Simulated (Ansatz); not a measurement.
# Cr2B: further runs on the relaxed cell

An exercise on one series of results from a longer session: the logs are not shown, and one member is left open.

Program: Ansatz 0.2.0. Level of theory: DFT PBEsol, scalar-relativistic, plane waves, PAW. These are calculated values, not measurements.

2 further runs of the same task are left out: 2 set aside as unsound or not needed.

## The starting structure

The structure is tetragonal, space group I4/mcm (No. 140). Conventional cell: a = 5.085 Å, b = 5.085 Å, c = 4.234 Å, α = 90.00°, β = 90.00°, γ = 90.00°. Cr (site symmetry m2m) is surrounded by 4 B at 2.17 Å and 3 Cr at 2.38 to 2.44 Å. Around B (site symmetry 422) lie 2 B at 2.12 Å and 8 Cr at 2.17 Å.

Structure file:

```cif
data_structure
_symmetry_space_group_name_H-M 'P 1'
_symmetry_Int_Tables_number 1
_cell_length_a 4.1729
_cell_length_b 4.1729
_cell_length_c 4.1729
_cell_angle_alpha 104.916
_cell_angle_beta 104.916
_cell_angle_gamma 119.025
_cell_volume 54.75
loop_
_atom_site_label
_atom_site_type_symbol
_atom_site_fract_x
_atom_site_fract_y
_atom_site_fract_z
_atom_site_occupancy
Cr1 Cr 0.66539 0.16539 0.83078 1
Cr2 Cr 0.16539 0.33461 0.50000 1
Cr3 Cr 0.33461 0.83461 0.16922 1
Cr4 Cr 0.83461 0.66539 0.50000 1
B1 B 0.25000 0.25000 0.00000 1
B2 B 0.75000 0.75000 0.00000 1
```

It is the result of an earlier relaxation at this level (volume 9.13 Å³/atom; gap on the mesh: none (metal)).

Set-up of the first run:

Contents of input.yaml:

```yaml
crystal:
  lattice:
    - [-2.5427024097, 2.5427024097, 2.1170972606]
    - [2.5427024097, -2.5427024097, 2.1170972606]
    - [2.5427024097, 2.5427024097, -2.1170972606]
  atoms:
    - { symbol: Cr, position: [0.6653880393, 0.1653880393, 0.8307760786] }
    - { symbol: Cr, position: [0.1653880393, 0.3346119607, 0.5] }
    - { symbol: Cr, position: [0.3346119607, 0.8346119607, 0.1692239214] }
    - { symbol: Cr, position: [0.8346119607, 0.6653880393, 0.5] }
    - { symbol: B, position: [0.25, 0.25, 0.0] }
    - { symbol: B, position: [0.75, 0.75, 0.0] }
basis:
  ecutwfc: 420
kpoints:
  mp_grid: { grid: [12, 12, 12] }
  band_path:
    path:
      - [[0.0, 0.0, 0.0], [0.0, 0.0, 0.5], [-0.5, 0.5, 0.5], [0.0, 0.0, 0.0], [0.42331277, 0.42331277, -0.42331277]]
      - [[-0.42331277, 0.57668723, 0.42331277], [-0.5, 0.5, 0.5]]
      - [[0.0, 0.0, 0.5], [0.25, 0.25, 0.25], [0.0, 0.5, 0.0], [0.0, 0.0, 0.0]]
    npoints: 14
hamiltonian:
  xc: pbesol
scf:
  occupations: { method: gaussian, width: 0.1 }
  n_extra_bands: 15
output:
  forces: true
  stress: true
  eigenvalues: true
  populations: true
  dos: { projected: true, de: 0.02, nscf_kmesh: { grid: [18, 18, 18] } }
  bader: true
  write_density: true
  write_potential: true
  elf: true
  volumetric_format: npy
```

Command:

```sh
$ ansatz run input.yaml --threads 1 --pin off --max-ram 2560MiB --backend cpu --events-out ev --progress --plain --runs-dir out
```

Steps of the session up to this table: Bands, states and charges; The cell scaled to 0.97 of its volume; Volume × 1.03; The cell scaled to 0.94 of its volume; Volume × 1.06.

One table of the session follows, with a row left open; its other results are not shown here.

It belongs to the step «Equation of state». 

```
volume (Å³/atom)  energy above the lowest point (meV/atom)  pressure (GPa)
           8.578                                      35.6           22.10
           8.851                                       8.4           10.19
           9.125                                       0.0            0.00
           9.399                                         ?               ?
           9.673                                      29.3          -16.20
```

Estimate the missing values for volume (Å³/atom) = 9.399.

Worked estimate for «energy above the lowest point (meV/atom)». A straight line through the neighbours (9.125, 0.0) and (9.673, 29.3) gives 0.0 + (29.3 − 0.0) × (9.399 − 9.125) / (9.673 − 9.125) = 14.6; a parabola fitted to 3 rows on both sides gives 7.0.

As computed: energy above the lowest point (meV/atom): 7.8; pressure (GPa): -8.73. In «energy above the lowest point (meV/atom)» the line misses by +6.8 and the parabola by -0.8.

To keep in mind: The final runs have no spin polarisation, so a magnetic state may lie lower.
